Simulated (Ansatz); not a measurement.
**GdO in Ansatz: the effect of functional**

GdO:

```
Gd O
1.0
     0.00000    2.71788    2.71788
     2.71788    0.00000    2.71788
     2.71788    2.71788    0.00000
Gd O
1 1
Direct
  0.00000 0.00000 0.00000
  0.75000 0.75000 0.75000
```

The cell isn't the ideal one: volume scaled by 1.02.

Alike in all runs:

| Property | Result |
| --- | --- |
| Program | Ansatz 0.2.0 |
| Task | single point |
| Potentials or basis | Ansatz PAW |
| k mesh | 9 × 9 × 9 |
| Occupations | fermi-dirac, width 0.05 eV |
| Spin | collinear spin, ferromagnetic start |
| Starting moments | [7.0, 0.0] μB |

| functional | cutoff | pressure (GPa) | moment (μB) |
| --- | --- | --- | --- |
| LDA | 420 eV (not typed: the program's choice for these potentials) | -9.1 | 7.06 |
| PBEsol | 420 eV (not typed: the program's choice for these potentials) | -6.1 | 7.50 |
| r2SCAN | 500 eV (not typed: the program's choice for these potentials) | ? | ? |

What does the run with functional r2SCAN give?

Pressure -4.2 GPa; moment 7.94 μB.

Caveats: a cell with one magnetic atom can't hold antiferromagnetic order, which such compounds often take; the PAW data sets come from PBE, with cores solved anew for the run's functional, which leaves a small shift of forces and pressure; the magnetic or orbital state may not be the lowest (some runs).
